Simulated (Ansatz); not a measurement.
# CH₆ClNSi₂: one species, many methods

How much do the methods differ for CH₆ClNSi₂? The plan is to run it at one geometry with functionals of several rungs and with coupled cluster, and see how far each lands from CCSD(T) at the basis-set limit for the atomisation energy.

Method: functionals in def2-TZVPP, the program's frozen cores in correlated methods; program: Ansatz 0.2.0, Gaussian basis.

Levels to be run: PBE-D4, r2SCAN-D4, PBE0-D4, B3LYP-D4, ωB97X-V, ωB97M-V, B2PLYP; CCSD(T)/def2-TZVPP; MP2/def2-QZVPP; extrapolation to the limit.

**1. Structure used throughout**

An earlier PBE0-D4 in a triple-zeta def2 set relaxation fixed the geometry.

11 atoms, charge 0, spin multiplicity 1.

Atoms are counted from 1 here; the program's logs count them from 0.

Bond lengths: Cl1–Si2 2.062 Å, Si2–C3 1.873 Å, Si2–N5 1.716 Å, Si2–H6 1.482 Å, C3–Si4 1.886 Å, C3–H7 1.091 Å, C3–H8 1.090 Å, Si4–N5 1.739 Å, Si4–H9 1.488 Å, Si4–H10 1.488 Å, N5–H11 1.004 Å. Angles: Cl1–Si2–C3 114.2°, Cl1–Si2–N5 114.2°, Cl1–Si2–H6 104.5°, C3–Si2–N5 89.8°, C3–Si2–H6 118.5°, N5–Si2–H6 115.8°, Si2–C3–Si4 85.9°, Si2–C3–H7 114.9°, Si2–C3–H8 114.6°, Si4–C3–H7 115.1°, Si4–C3–H8 115.6°, H7–C3–H8 109.4°, C3–Si4–N5 88.7°, C3–Si4–H9 115.1°, C3–Si4–H10 115.8°, N5–Si4–H9 114.1°, N5–Si4–H10 114.6°, H9–Si4–H10 107.8° and more.

**2. PBE-D4 (GGA)**

in.yaml

```yaml
crystal:
  periodic: [false, false, false]
  atoms:
    - {symbol: Cl, position_ang: [-0.091411, 1.929460, 2.199097]}
    - {symbol: Si, position_ang: [0.319482, 1.157782, 0.331221]}
    - {symbol: C, position_ang: [1.012597, -0.582086, 0.354919]}
    - {symbol: Si, position_ang: [-0.565766, -1.076672, -0.551598]}
    - {symbol: N, position_ang: [-1.060747, 0.590257, -0.515477]}
    - {symbol: H, position_ang: [1.098839, 2.220139, -0.346375]}
    - {symbol: H, position_ang: [1.933634, -0.717201, -0.213167]}
    - {symbol: H, position_ang: [1.136132, -1.007594, 1.350438]}
    - {symbol: H, position_ang: [-0.363380, -1.620333, -1.922200]}
    - {symbol: H, position_ang: [-1.467487, -2.007643, 0.179845]}
    - {symbol: H, position_ang: [-1.886492, 1.056892, -0.846201]}
basis:
  gaussian: {orbitals: def2-TZVPP}
hamiltonian: {xc: pbe, dispersion: d4}
output: {forces: true, orbitals: {seedname: orbitals}}
```

Command:

```console
> ansatz run in.yaml --threads 4 --pin off --events-out ev --progress --plain --max-ram 10444MiB
```

Further steps of the session: r2SCAN-D4 (meta-GGA); PBE0-D4 (hybrid); B3LYP-D4 (hybrid); ωB97X-V (range-separated); ωB97M-V (range-separated); B2PLYP (double hybrid); CCSD(T) in def2-TZVPP; MP2 in def2-QZVPP.

Q: Predict the results of all the runs planned. Wanted: atomisation energy, CCSD(T)/CBS; farthest; mean size of error, hybrid; mean size of error, range-separated; gap, smallest and largest; T1 diagnostic; triples share of the correlation energy.

**Answer**, as computed:

```
                               quantity                                  value
        atomisation energy, CCSD(T)/CBS                              40.702 eV
    functionals within 0.204 eV (0.5 %)  r2SCAN-D4, PBE0-D4, B3LYP-D4, ωB97M-V
                               farthest                     B2PLYP (-0.644 eV)
             mean size of error, hybrid                               0.153 eV
    mean size of error, range-separated                               0.233 eV
              gap, smallest and largest   5.46 eV (PBE-D4), 11.94 eV (ωB97X-V)
                          T1 diagnostic                                 0.0106
triples share of the correlation energy                                  4.0 %
```

**Reading.** PBE-D4 misses by +0.263 eV. Double hybrids carry the basis error of their MP2 part in triple zeta, and no dispersion term here, so their miss is partly the set-up's. The reference freezes the cores and leaves out relativity and excitations past (T), so misses under about 0.204 eV can't be ranked. Hartree-Fock recovers 73 % of the binding; the rest is correlation. The gap grows from 5.5 to 11.9 eV across the functionals, mostly with the share of exact exchange.
